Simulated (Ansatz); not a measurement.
# LaCoPO (P4/nmm): seeking the equilibrium cell

Aim: the volume at which the pressure of LaCoPO (P4/nmm) vanishes.

Computed with Ansatz 0.2.0 (DFT PBE+U (U_eff = 3.3 eV on Co 3d), scalar-relativistic, plane waves, PAW, unless a step's input says otherwise).

## (1) The structure to begin with

Symmetry: P4/nmm, No. 129, tetragonal system. Conventional cell: a = 3.991 Å, b = 3.991 Å, c = 8.265 Å, α = 90.00°, β = 90.00°, γ = 90.00°. La (site symmetry 4mm) has 4 O at 2.36 Å as nearest neighbours. Co (site symmetry -4m2) is surrounded by 4 P at 2.22 Å. Around P (site symmetry 4mm) lie 4 Co at 2.22 Å. O (site symmetry -4m2) is surrounded by 4 La at 2.36 Å.

As a file:

```xyz
8
Lattice="3.9913 0.0000 0.0000 0.0000 3.9913 0.0000 0.0000 0.0000 8.2649" Properties=species:S:1:pos:R:3 pbc="T T T"
La    0.0000    1.9956    6.9993
La    1.9956    0.0000    1.2656
Co    1.9956    1.9956    4.1325
Co    0.0000    0.0000    4.1325
P     1.9956    0.0000    5.1108
P     0.0000    1.9956    3.1542
O     0.0000    0.0000    0.0000
O     1.9956    1.9956    0.0000
```

The moments start at Co 3.00 μB.

## (2) First run, at the start cell

File input.yaml:

```yaml
crystal:
  lattice:
    - [3.991256, 0.0, 0.0]
    - [0.0, 3.991256, 0.0]
    - [0.0, 0.0, 8.264926]
  atoms:
    - { symbol: La, position: [0.0, 0.5, 0.846868] }
    - { symbol: La, position: [0.5, 0.0, 0.153132] }
    - { symbol: Co, position: [0.5, 0.5, 0.5], spin: 3.0 }
    - { symbol: Co, position: [0.0, 0.0, 0.5], spin: 3.0 }
    - { symbol: P, position: [0.5, 0.0, 0.618369] }
    - { symbol: P, position: [0.0, 0.5, 0.381631] }
    - { symbol: O, position: [0.0, 0.0, 0.0] }
    - { symbol: O, position: [0.5, 0.5, 0.0] }
basis:
  ecutwfc: 420
  ecutrho_ratio: 4
kpoints:
  mp_grid: { grid: [4, 4, 2] }
hamiltonian:
  xc: pbe
  hubbard: { sites: [{ species: Co, l: d, u_eff: 3.3 }] }
scf:
  occupations: { method: gaussian, width: 0.05 }
output:
  forces: true
  stress: true
  eigenvalues: true
  populations: true
  hubbard: { sites: [{ species: La, l: f }, { species: Co, l: d }] }
magnetization:
  spin_polarized: true
```

Started as:

```sh
ansatz run input.yaml --threads 2 --pin off --max-ram 5120MiB --backend cpu --events-out ev --progress --plain --runs-dir out
```

Further steps of the session: The same volume, run 2; The same volume, run 3; Volume adjusted, run 4; The same volume, run 5; A new volume, run 6.

What does the calculation give? Wanted: volume; pressure; conventional cell; gap on the mesh; moments in the spheres.

As calculated:

```
              quantity                                                                      value
                volume                                                             16.611 Å³/atom
              pressure                                                                  -0.14 GPa
     conventional cell  a = 4.012 Å, b = 4.012 Å, c = 8.255 Å, α = 90.00°, β = 90.00°, γ = 90.00°
       gap on the mesh                                                               none (metal)
moments in the spheres                                                                 Co 0.75 μB
```

In words: The volume went from 16.46 to 16.61 Å³/atom (+0.9 %), where 0.14 GPa is left. Only the order of the starting moments is followed; others weren't tried in this session. Open d and f shells can converge to several self-consistent states; these numbers belong to the ones reached here.
